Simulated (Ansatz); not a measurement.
# FeSi (FeSi): the cost of one run

Computed with Ansatz 0.2.0 (DFT r²SCAN, scalar-relativistic, plane waves, PAW (the target; the first runs use scalar-relativistic PBE), unless a step's input says otherwise).

The COD entry's cell or inner coordinates are ideal or old and differ from later refinements, so a difference from it is no clean test against experiment.

## (1) The starting structure

The structure is cubic, space group P2_13 (No. 198). The conventional cell has a = 4.551 Å, b = 4.551 Å, c = 4.551 Å, α = 90.00°, β = 90.00°, γ = 90.00°. Around Fe (site symmetry 3) lie 7 Si at 2.32 to 2.55 Å. Around Si (site symmetry 3) lie 7 Fe at 2.32 to 2.55 Å.

As a file:

```
Fe Si
1.0
     4.55070    0.00000    0.00000
     0.00000    4.55070    0.00000
     0.00000    0.00000    4.55070
Fe Si
4 4
Direct
  0.13652 0.13652 0.13652
  0.36348 0.86348 0.63652
  0.63652 0.36348 0.86348
  0.86348 0.63652 0.36348
  0.84240 0.84240 0.84240
  0.65760 0.15760 0.34240
  0.34240 0.65760 0.15760
  0.15760 0.34240 0.65760
```

The moments start at Fe 2.50 μB.

## (2) Relaxing cell and atoms (PBE, 4×4×4 mesh)

Input file input.yaml:

```yaml
crystal:
  lattice:
    - [4.5507, 0.0, 0.0]
    - [0.0, 4.5507, 0.0]
    - [0.0, 0.0, 4.5507]
  atoms:
    - { symbol: Fe, position: [0.13652, 0.13652, 0.13652], spin: 2.5 }
    - { symbol: Fe, position: [0.36348, 0.86348, 0.63652], spin: 2.5 }
    - { symbol: Fe, position: [0.63652, 0.36348, 0.86348], spin: 2.5 }
    - { symbol: Fe, position: [0.86348, 0.63652, 0.36348], spin: 2.5 }
    - { symbol: Si, position: [0.8424, 0.8424, 0.8424] }
    - { symbol: Si, position: [0.6576, 0.1576, 0.3424] }
    - { symbol: Si, position: [0.3424, 0.6576, 0.1576] }
    - { symbol: Si, position: [0.1576, 0.3424, 0.6576] }
basis:
  ecutwfc: 420
  ecutrho_ratio: 4
kpoints:
  mp_grid: { grid: [4, 4, 4] }
hamiltonian:
  xc: pbe
scf:
  occupations: { method: gaussian, width: 0.05 }
output:
  forces: true
  stress: true
  eigenvalues: true
  populations: true
magnetization:
  spin_polarized: true
relax:
  f_tol: 0.03
  max_steps: 60
  cell: { stress_tol: 0.3 }
```

Launch:

```sh
$ ansatz run input.yaml --threads 4 --pin off --max-ram 10240MiB --backend cpu --events-out ev --progress --plain --runs-dir out
```

**Question.** How long does this run take on 4 threads of Arm Neoverse V1, shared host, and how much memory does it need?

About 31 s, with a peak of 0.47 GiB.
